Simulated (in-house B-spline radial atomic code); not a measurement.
**Kr²⁵⁺: ionisation energy by several methods**

How far do functionals differ on the ionisation energy of Kr²⁵⁺? Each run solves Kr²⁵⁺ and then the next ion ([He] 2s2 2p6).

Method: Dirac-Coulomb, several functionals; spherical all-electron atom at the radial basis limit. Code: in-house B-spline radial atomic code version 1.

### 1 The system

```
element       : krypton (Z = 36)
charge        : +25
electrons     : 11
configuration : [Ne] 3s1
nucleus       : Fermi, rms radius 4.188 fm
```

The outer shells:

[Ne] 3s1
```
[Ne] core
3s [↑ ]
```

The boxes only draw the filling; these runs are spin-restricted and spherical.

### 2 OLYP

Input settings:

```ini
Z = 36
electrons = 11.0
configuration = [Ne] 3s1
hamiltonian = dirac
method = optx,lyp
spin_polarised = False
nucleus = fermi
rms_radius = 4.1884
mass_number = 84
atomic_mass = 83.91149772708
speed_of_light = 137.035999084
```

### 3 RPBE

Changes to the settings of step 2:

```diff
@@ -4,3 +4,3 @@
 hamiltonian = dirac
-method = optx,lyp
+method = rpbe,pbe
 spin_polarised = False
```

Q: The tabulated ionisation energy is 1205.23 ± 0.04 eV (semi-empirical; NIST Atomic Spectra Database). What does each method give, and which comes nearest?

The runs gave:

| method | rung | total energy (hartree) | ΔSCF (eV) | with Breit, QED, recoil (eV) | −ε highest (eV) | corrected ΔSCF less tabulated (eV) |
| --- | --- | --- | --- | --- | --- | --- |
| OLYP | GGA | -2371.4345 | 1205.78 | 1205.02 | 1179.59 (3s1/2) | -0.21 |
| RPBE | GGA | -2371.2270 | 1206.73 | 1205.96 | 1180.93 (3s1/2) | +0.73 |

What this shows: Against the tabulated ionisation energy, 1205.23 ± 0.04 eV (semi-empirical; NIST Atomic Spectra Database), the best here is OLYP (-0.21 eV) and the worst RPBE (+0.73 eV, or 0.061 %). Open shells are averaged (over orientations, and over spins where the run is restricted), while tables refer to the lowest levels.

Members of this set that are not shown: 2 used exact exchange with fractional occupations of an open shell, which is unsound here.
